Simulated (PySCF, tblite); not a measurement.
**C5H4F3S radical: geometry, infrared bands and EPR parameters**

Aim: predict the infrared bands and EPR parameters of C5H4F3S radical (`FC(F)=C(F)[C]1CSC1`).

The runs use tblite 0.8.0 and PySCF 2.14.0, with density-fitted response routines of our own; the level of theory stands in each step. All values are computed, except where a source is named. Atoms are numbered from 0 throughout.

### Step 1. Starting geometry

13 atoms, charge 0, multiplicity 2; geometry from: force field or distance geometry start.

Bonds of the start (Å): F0–C1 1.36, C1–F2 1.36, C1–C3 1.33, C3–F4 1.33, C3–C5 1.42, C5–C6 1.45, C6–S7 1.80, S7–C8 1.81, C8–C5 1.45, C6–H9 1.10, C6–H10 1.09, C8–H11 1.09, C8–H12 1.09.

### Step 2. Geometry optimisation with GFN2-xTB

The job: settings as JSON, then the geometry in Å.

```
{"job": {"kind": "relax", "xc": "GFN2-xTB", "basis": "xTB"}, "charge": 0, "multiplicity": 2}
F      3.375200     0.124700     0.166900
C      2.072900    -0.126000     0.466700
F      1.803900    -0.890900     1.562200
C      1.100800     0.367200    -0.303100
F      1.444100     1.104600    -1.361300
C     -0.293700     0.167900    -0.095400
C     -1.019400    -0.677200     0.838700
S     -2.552600     0.113200     0.319200
C     -1.377000     0.544500    -0.983300
H     -0.951100    -1.750300     0.623400
H     -0.770700    -0.518000     1.892100
H     -1.388500     1.601800    -1.262900
H     -1.448200    -0.061100    -1.881000
```

Run with:

```sh
$ OMP_NUM_THREADS=1 python probes_run.py task.json out
```

The driver reads the jobs from task.json and runs them one after another.

Log:

```text
step      E/eV     max force
  0    -818.44570    3.029
  1    -818.62322    1.535
  2    -818.68083    0.605
  3    -818.72823    0.619
  4    -818.75189    0.446
  5    -818.76567    0.317
  6    -818.77361    0.259
  7    -818.78027    0.315
  8    -818.78652    0.264
  9    -818.79153    0.172
 10    -818.79460    0.204
 11    -818.79727    0.190
 12    -818.80089    0.202
 13    -818.80515    0.208
 14    -818.80885    0.133
 15    -818.81160    0.122
 16    -818.81424    0.170
 17    -818.81744    0.218
 18    -818.82031    0.165
 19    -818.82192    0.094
 20    -818.82285    0.085
 21    -818.82382    0.117
 22    -818.82493    0.114
 23    -818.82583    0.088
 24    -818.82637    0.068
 25    -818.82677    0.069
 26    -818.82733    0.074
 27    -818.82808    0.085
 28    -818.82882    0.072
 29    -818.82934    0.067
 30    -818.82970    0.057
 31    -818.83002    0.053
 32    -818.83038    0.055
 33    -818.83074    0.048
 34    -818.83107    0.052
 35    -818.83139    0.056
 36    -818.83178    0.061
 37    -818.83228    0.067
 38    -818.83295    0.092
 39    -818.83386    0.121
 40    -818.83495    0.117
 41    -818.83602    0.087
 42    -818.83683    0.060
 43    -818.83733    0.059
 44    -818.83770    0.053
 45    -818.83809    0.053
 46    -818.83837    0.040
 47    -818.83851    0.042
 48    -818.83861    0.027
 49    -818.83869    0.024
 50    -818.83879    0.029
 51    -818.83892    0.036
 52    -818.83904    0.034
 53    -818.83911    0.022
 54    -818.83916    0.016
 55    -818.83919    0.013
 56    -818.83921    0.010
```

It took 0.54 s on 1 thread of Intel Xeon at 2.70GHz, shared host.

Along the way: (not every step is listed)

| step | energy from step 0 (eV) | largest force (eV/Å) |
| --- | --- | --- |
| 0 | 0.0000 | 3.0287 |
| 1 | -0.1775 | 1.5347 |
| 2 | -0.2351 | 0.6050 |
| 3 | -0.2825 | 0.6186 |
| 4 | -0.3062 | 0.4455 |
| 5 | -0.3200 | 0.3167 |
| 6 | -0.3279 | 0.2590 |
| 7 | -0.3346 | 0.3152 |
| 8 | -0.3408 | 0.2635 |
| 12 | -0.3552 | 0.2018 |
| 16 | -0.3685 | 0.1698 |
| 20 | -0.3772 | 0.0847 |
| 24 | -0.3807 | 0.0675 |
| 28 | -0.3831 | 0.0720 |
| 32 | -0.3847 | 0.0551 |
| 36 | -0.3861 | 0.0608 |
| 40 | -0.3893 | 0.1174 |
| 44 | -0.3920 | 0.0531 |
| 48 | -0.3929 | 0.0266 |
| 51 | -0.3932 | 0.0364 |
| 52 | -0.3933 | 0.0337 |
| 53 | -0.3934 | 0.0223 |
| 54 | -0.3935 | 0.0163 |
| 55 | -0.3935 | 0.0132 |
| 56 | -0.3935 | 0.0097 |

Close pairs (by a distance rule), those that changed most:

```csv
bond,before (Å),after (Å),change (Å)
C3–C5,1.424,1.377,-0.047
C1–C3,1.334,1.374,+0.039
C5–C8,1.450,1.486,+0.036
F0–C1,1.360,1.324,-0.035
C6–S7,1.801,1.836,+0.035
C5–C6,1.454,1.486,+0.033
C1–F2,1.363,1.333,-0.030
S7–C8,1.807,1.835,+0.028
```

The final coordinates are the input of the step that follows.

### Step 3. Harmonic vibrations with GFN2-xTB

The job: settings as JSON, then the geometry in Å.

```
{"job": {"kind": "ir", "xc": "GFN2-xTB", "basis": "xTB"}, "charge": 0, "multiplicity": 2}
F      3.394999     0.035550     0.248999
C      2.100527    -0.168921     0.440689
F      1.870686    -0.912204     1.523444
C      1.089744     0.306318    -0.359339
F      1.474852     1.046151    -1.423980
C     -0.260090     0.102732    -0.177807
C     -0.990949    -0.651719     0.873723
S     -2.609610    -0.229783     0.115966
C     -1.401362     0.588356    -0.996503
H     -0.808238    -1.727191     0.890728
H     -0.892605    -0.260842     1.887483
H     -1.527114     1.671793    -1.025809
H     -1.445228     0.200246    -2.015321
```

Log:

```text
mode    cm-1     km/mol
  1      61.0      6.03
  2      94.0      1.58
  3     100.2      1.57
  4     139.1      2.83
  5     207.7      3.31
  6     256.9      1.73
  7     288.5     16.84
  8     330.7     10.70
  9     363.4      2.47
 10     463.9     11.11
 11     503.2      0.28
 12     559.2      5.81
 13     705.5      9.30
 14     732.9      7.22
 15     738.8      0.05
 16     805.4      0.54
 17     848.1      0.31
 18     962.3      0.01
 19     972.9    167.75
 20    1018.4      0.66
 21    1095.1    102.69
 22    1143.2      8.01
 23    1167.1     78.43
 24    1218.0    106.33
 25    1246.7     56.11
 26    1396.7     16.61
 27    1402.2     21.43
 28    1500.5     32.89
 29    1541.0    333.64
 30    2945.0      1.66
 31    2947.4      0.48
 32    2969.6      4.85
 33    2971.5      3.72
```

Wall time 0.57 s (1 thread of Intel Xeon at 2.70GHz, shared host).

The strongest bands and the atoms that carry them (share of the mass-weighted mode):

```csv
cm⁻¹,km/mol,atoms
973,167.8,"C3 30 %, C8 14 %, F0 12 %"
1095,102.7,"C3 28 %, F4 15 %, H9 11 %, H10 11 %"
1167,78.4,"C3 24 %, C6 15 %, H10 12 %, H9 12 %"
1218,106.3,"C1 54 %, C5 13 %, F2 12 %"
1247,56.1,"C5 47 %, C1 19 %, C8 14 %, C6 12 %"
1402,21.4,"H9 32 %, H10 32 %, H12 14 %, H11 14 %"
1500,32.9,"C5 59 %, C3 31 %"
1541,333.6,"C1 56 %, C3 37 %"
```

### Step 4. g tensor and hyperfine couplings: B3LYP/pcH-1

The job, as its differences from that of step 3:

```diff
@@ -1,2 +1,2 @@
-{"job": {"kind": "ir", "xc": "GFN2-xTB", "basis": "xTB"}, "charge": 0, "multiplicity": 2}
+{"job": {"kind": "epr", "basis": "pcH-1"}, "charge": 0, "multiplicity": 2}
 F      3.394999     0.035550     0.248999
```

Level: UKS B3LYP, pcH-1 on C F H S, non-relativistic, mean-field spin-orbit, GIAO.

Log:

```text
UKS, coarse grid
  cycle   1  E = -890.45199430  |g| = 5.95e-01
  cycle   2  E = -890.19108195  |g| = 1.05e+00
  cycle   3  E = -890.57586120  |g| = 7.20e-02
  cycle   4  E = -890.57667182  |g| = 6.93e-02
  cycle   5  E = -890.57902409  |g| = 1.43e-02
  cycle   6  E = -890.57918784  |g| = 6.74e-03
  cycle   7  E = -890.57922777  |g| = 3.95e-03
  cycle   8  E = -890.57923895  |g| = 1.43e-03
  cycle   9  E = -890.57924042  |g| = 3.72e-04
UKS, final grid
  cycle   1  E = -890.57923856  |g| = 5.04e-04
  cycle   2  E = -890.57923845  |g| = 7.69e-04
  cycle   3  E = -890.57923865  |g| = 7.56e-05
  cycle   4  E = -890.57923865  |g| = 1.63e-05
E = -890.57923865 Eh   <S^2> = 0.7759 (exact 0.7500)
g shifts (ppm)      1          2          3
  rmc          -197       -197       -197
  gc             -8         33         35
  oz_so        -184       1809       1926
  total        -390       1646       1764
hyperfine (MHz)  atom isotope    a_iso     a_fc   dipolar eigenvalues
    0   19F      94.47      94.00   -163.21   -133.57    296.79
    1   13C      66.51      66.45    -56.67    -54.98    111.65
    2   19F      87.56      87.10   -148.85   -116.30    265.15
    3   13C     -59.91     -59.91    -30.99     13.37     17.62
    4   19F     -31.31     -31.30    -75.49     26.07     49.42
    5   13C      61.48      61.57    -54.78    -52.58    107.36
    6   13C     -24.48     -24.48     -1.13      0.08      1.05
    7   33S      -0.34      -0.35     -0.83     -0.03      0.86
    8   13C     -25.78     -25.78     -1.65      0.52      1.13
    9    1H      70.38      70.38     -3.26     -1.86      5.11
   10    1H      69.87      69.87     -3.27     -1.83      5.10
   11    1H      74.80      74.80     -3.15     -2.42      5.57
   12    1H      75.16      75.16     -3.15     -2.43      5.58
```

Wall time 2.2 min (1 thread of Intel Xeon at 2.70GHz, shared host); peak memory 0.97 GiB.

Principal g values 2.00193, 2.00396, 2.00408; g(iso) = 2.00333, against 2.00232 for a free electron.

Hyperfine couplings; where a row names several nuclei, a(iso) is their mean (it holds for fast rotation or exchange) and the dipolar term the largest among them:

| nuclei | isotope | a(iso) (MHz) | a(iso) (G, at g = 2.0023) | largest dipolar term (MHz) |
| --- | --- | --- | --- | --- |
| F0 | 19F | 94.5 | 33.7 | 296.8 |
| F2 | 19F | 87.6 | 31.2 | 265.1 |
| H9, H10, H11, H12 | 1H | 72.6 | 25.9 | 5.6 |
| C1 | 13C | 66.5 | 23.7 | 111.7 |
| C5 | 13C | 61.5 | 21.9 | 107.4 |
| C3 | 13C | -59.9 | -21.4 | -31.0 |
| F4 | 19F | -31.3 | -11.2 | -75.5 |
| C6, C8 | 13C | -25.1 | -9.0 | -1.7 |
| S7 | 33S | -0.3 | -0.1 | 0.9 |

Mulliken spin populations:

F0 0.04; C1 0.51; F2 0.03; C3 -0.21; F4 -0.01; C5 0.63; C6 -0.05; S7 0.00; C8 -0.06; H9 0.03; H10 0.03; H11 0.03; H12 0.03

In first order the couplings over 0.8 MHz of 19F, 1H give 40 distinct lines over 179.6 G, if the averaged nuclei exchange fast.

Orbitals, density, ELF and potential are computed afterwards from the orbital file.

ELF in a plane through or near 9 of the atoms.

Ten even steps from '0' (0.00) to '9' (0.91):
```
0000000000000000000000000000
0000000000000000000000000000
0000000000000000000000000000
0000000000122100000000000000
0000000003677600000000000000
0000000006958810122100000000
0000135203868500355300000000
0000489811354326426410000000
0001688845854959682520000000
0001796831945966959852100000
0001464322322557236247520000
0000000388400498672719841000
0000003864830338593439851000
0000014899830364566688630000
0000001456400266322344310000
0000000000000011000000000000
0000000000000000000000000000
0000000000000000000000000000
0000000000000000000000000000
0000000000000000000000000000
```
The map spans 11.9 Å across and 9.3 Å up, centred on the molecule. Atoms in the plane (x, y in Å): F0 (-3.4, 0.6), C1 (-2.2, 0.0), F2 (-2.2, -1.3), C3 (-1.0, 0.7), F4 (-1.0, 2.1), C5 (0.3, 0.1), C6 (0.7, -1.3), S7 (2.5, -0.8), C8 (1.6, 0.8).

On the surface of density 0.002 e/bohr³ the electrostatic potential runs, from the 1st to the 99th percentile, from -0.82 V near S7 to 0.96 V near C1.

The spin density lies nearest to C1, C5 about 33 % each; C3 10 % (beta excess).

### Step 5. Outcome

```
                                 quantity                  value
strongest single infrared mode (GFN2-xTB)  1541 cm⁻¹, 334 km/mol
             zero-point energy (GFN2-xTB)          48.2 kcal/mol
                           g(iso) (B3LYP)                2.00333
                                     ⟨S²⟩     0.776 (exact 0.75)
       largest a(iso) (averaged by class)    19F on F0, 94.5 MHz
    surface potential, 1st and 99th percentile     -0.82 V and 0.96 V
```

The optimisation took 56 steps and gained 0.394 eV; among the close pairs (by a distance rule), C3–C5 changed most, from 1.424 to 1.377 Å. All 33 modes are real, so the xTB geometry is a minimum. The strongest single mode, at 1541 cm⁻¹, moves mainly C1 and C3. Unscaled tight-binding wavenumbers are off by several per cent, some by more. Its intensities can rank the bands wrongly. The largest spin populations lie on C5 (0.63 e), C1 (0.51 e). The isotropic g lies 1.0 ppt above the free-electron value.
